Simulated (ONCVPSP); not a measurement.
# An ONCV potential for In, from input to tests

Aim: build the potential from the settings below, then test how well it stands in for the atom: other configurations, scattering, ghost states and the plane-wave cutoff that it needs.

Method: ONCVPSP 4.0.1, PBEsol, scalar-relativistic.

### 1 Starting point

The settings as typed:

| Quantity | Value |
| --- | --- |
| element | indium (In, Z = 49) |
| type | optimised norm-conserving Vanderbilt (ONCV) |
| frozen core | [Ar] 3d10 |
| valence charge | 21 |
| reference configuration | 4s2 4p6 4d10 5s2 5p1 |
| partial waves | 4s+5s: rc 1.25 bohr, ncon 3, nbas 8, qcut 9.8 1/bohr, 2 projectors; 4p+5p: rc 1.25 bohr, ncon 4, nbas 8, qcut 13.1 1/bohr, 2 projectors; 4d: rc 1.00 bohr, ncon 4, nbas 7, qcut 8.4 1/bohr, 2 projectors, debl 2.3 Ha |
| local potential | polynomial inside 0.80 bohr (lpopt 5, dvloc0 0 Ha) |
| core correction | Teter function, fcfact 4.5, rcfact 1.15 |

An earlier all-electron run gives the scale for the radii.

All-electron outer shells of the reference configuration (PBEsol, scalar-relativistic, ld1.x):

| shell | level (eV) | outermost node (bohr) | outermost maximum (bohr) |
| --- | --- | --- | --- |
| 3p | -648.82 | 0.14 | 0.31 |
| 3d | -432.69 | – | 0.26 |
| 4s | -119.51 | 0.41 | 0.77 |
| 4p | -78.02 | 0.42 | 0.82 |
| 4d | -18.59 | 0.40 | 0.94 |
| 5s | -8.25 | 1.02 | 2.16 |
| 5p | -2.52 | 1.14 | 2.85 |

### 2 The generation run

File In.dat:

```
# ATOM AND REFERENCE CONFIGURATION
# atsym  z   nc   nv     iexc    psfile
  In 49.00    6    5  -116133      upf
#
#   n    l    f
    1    0    2.00
    2    0    2.00
    2    1    6.00
    3    0    2.00
    3    1    6.00
    3    2   10.00
    4    0    2.00
    4    1    6.00
    4    2   10.00
    5    0    2.00
    5    1    1.00
#
# PSEUDOPOTENTIAL AND OPTIMIZATION
# lmax
    2
#
#   l,   rc,      ep,       ncon, nbas, qcut
    0    1.25    0.00    3    8    9.80
    1    1.25    0.00    4    8   13.10
    2    1.00    0.00    4    7    8.40
#
# LOCAL POTENTIAL
# lloc, lpopt,  rc(5),   dvloc0
    4    5    0.80    0.00
#
# VANDERBILT-KLEINMAN-BYLANDER PROJECTORs
# l, nproj, debl
    0    2    0.90
    1    2    3.70
    2    2    2.30
#
# MODEL CORE CHARGE
# icmod, fcfact, rcfact
    3    4.50    1.15
#
# LOG DERIVATIVE ANALYSIS
# epsh1, epsh2, depsh
   -6.00    5.00    0.04
#
# OUTPUT GRID
# rlmax, drl
    6.00    0.01
#
# TEST CONFIGURATIONS
# ncnf
    4
# nvcnf
#   n    l    f
    5
    4    0    2.00
    4    1    6.00
    4    2   10.00
    5    0    2.00
    5    1    0.00
#
    5
    4    0    2.00
    4    1    6.00
    4    2   10.00
    5    0    1.00
    5    1    0.00
#
    5
    4    0    2.00
    4    1    6.00
    4    2   10.00
    5    0    0.00
    5    1    0.00
#
    5
    4    0    2.00
    4    1    6.00
    4    2    9.00
    5    0    0.00
    5    1    0.00
#
```

Launch:

```sh
oncvpsp.x < In.dat > In.out
```

Before running it: what results should come out? Wanted: cutoffs for 1 and 0.1 mHa per electron, occupied waves; bound ghosts; GHOST(+) flags; largest test error; largest phase difference near zero energy, channels read; rms error of d²Exc/dn², without and with the model core.

**Answer**, as computed:

| quantity | value |
| --- | --- |
| cutoffs for 1 and 0.1 mHa per electron, occupied waves | 61 Ha and 152 Ha |
| bound ghosts | none found |
| GHOST(+) flags | s at 103 eV |
| largest test error (AE − PS) | -4.4 meV, for 4s2 4p6 4d10 5s1 5p0 (2 tests unsolved) |
| largest phase difference near zero energy, channels read | 0.000 rad |
| rms error of d²Exc/dn², without and with the model core | 2.16 and 0.66 mHa |

By total energies transferability is very good where solved: the largest error is 4.4 meV on 24.6 eV, for 4s2 4p6 4d10 5s1 5p0. Of the tests 2 gave no usable result, which is a warning in itself. By its cutoff, 61 Ha for the looser tolerance, it is hard. The 4d wave sets it; 4p needs 50 Ha. The program's ghost test flags no bound state. Near zero energy the phases of the channels with partial waves agree within 0.001 rad. The program also flags highly localised states, GHOST(+) (s). All of this concerns the isolated atom, not yet a solid.
